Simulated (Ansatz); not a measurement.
# AsH3 (singlet): from Hartree-Fock to the top rungs at distance As1–H4 = 1.236 Å, 6-31G

Aim: climb from Hartree-Fock through coupled cluster and multireference methods for AsH3 (singlet) at one geometry and basis, and see what each rung misses.

Program: Ansatz 0.2.0, Gaussian basis. Level of theory: 6-31G, core rule «outside noble gas», up to 14 orbitals frozen. These are calculated values, not measurements.

The runs, in order: UHF; CCSD(T) on RHF; BCCD(T) on RHF; CISD; CCSDT(Q) on RHF; CCSDTQ on RHF; CASSCF and MRCISD+Q, 2 electrons in 2 orbitals; CASSCF and NEVPT2, 2 electrons in 2 orbitals; CASSCF and MRCISD+Q, 8 electrons in 7 orbitals; CASSCF and NEVPT2, 8 electrons in 7 orbitals; Full CI.

20 further runs of the same task are left out: 15 that didn't finish, 5 set aside as unsound or not needed.

## 1. What is computed

The geometry derives from a PBE0/def2-TZVP stationary point (not a proven minimum). One bond is set to the value named and the two fragments are kept rigid. No spin-orbit coupling is included. The filled d shell of As may be among the frozen orbitals whatever the setting's name suggests; the logs give the count.

4 atoms, charge 0, spin multiplicity 1.

Atoms are counted from 1 here; the program's logs count them from 0.

Bond lengths: As1–H2 1.522 Å, As1–H3 1.522 Å, As1–H4 1.236 Å. Angles: H2–As1–H3 92.0°, H2–As1–H4 92.0°, H3–As1–H4 92.0°.

## 2. UHF

in.yaml reads:

```yaml
crystal:
  periodic: [false, false, false]
  atoms:
    - {symbol: As, position_ang: [-0.001334, -0.002658, -0.030828]}
    - {symbol: H, position_ang: [1.257778, 0.011317, 0.823555]}
    - {symbol: H, position_ang: [-0.650373, 1.084144, 0.813649]}
    - {symbol: H, position_ang: [-0.508215, -0.897879, 0.654262]}
basis:
  gaussian: {orbitals: 6-31G}
magnetization: {spin_polarized: true, initial_magnetization: 0}
hamiltonian: {xc: hf}
output: {orbitals: {seedname: orbitals}}
```

Run with:

```console
$ ansatz run in.yaml --threads 1 --pin off --events-out ev --progress --plain --max-ram 2393MiB
```

Further steps of the session: CCSD(T) on RHF; BCCD(T) on RHF; CISD; CCSDT(Q) on RHF; CCSDTQ on RHF; CASSCF and MRCISD+Q, 2 electrons in 2 orbitals; CASSCF and NEVPT2, 2 electrons in 2 orbitals; CASSCF and MRCISD+Q, 8 electrons in 7 orbitals; CASSCF and NEVPT2, 8 electrons in 7 orbitals; Full CI.

Before running them: what should the planned runs give, taken together? Wanted: FCI below the RHF energy; RMP2 from FCI; RCCSD from FCI; RCCSD(T) from FCI; RCCSDT(Q) from FCI; NEVPT2 pair from FCI; MRCISD+Q pair from FCI; NEVPT2 valence from FCI; T1 diagnostic.

As calculated:

| quantity | value |
| --- | --- |
| FCI below the RHF energy | -2.2408 eV |
| RMP2 from FCI | +13.49 kcal/mol |
| RCCSD from FCI | +0.65 kcal/mol |
| RCCSD(T) from FCI | +0.15 kcal/mol |
| RCCSDT(Q) from FCI | 0.00 kcal/mol |
| NEVPT2 pair from FCI | +10.72 kcal/mol |
| MRCISD+Q pair from FCI | -0.18 kcal/mol |
| NEVPT2 valence from FCI | +4.77 kcal/mol |
| levels within 1 kcal/mol (43 meV) | RCCSD, RCCSD(T), BCCD(T), RCCSDT, RCCSDT(Q), RCCSDTQ, MRCISD+Q pair, MRCISD valence, MRCISD+Q valence |
| T1 diagnostic | 0.008 |
| effectively unpaired electrons | 0.03 |

**Reading.** RCCSD(T) lands +0.15 kcal/mol from the yardstick (0.3 % of the correlation energy). MRCISD+Q pair falls below full CI: the +Q correction isn't variational, and the cores differ from full CI's. One determinant dominates. Of the multireference levels listed MRCISD+Q pair comes nearest in total energy (-0.18 kcal/mol), which doesn't show that its space is the better one. These misses are within one basis, not against nature.
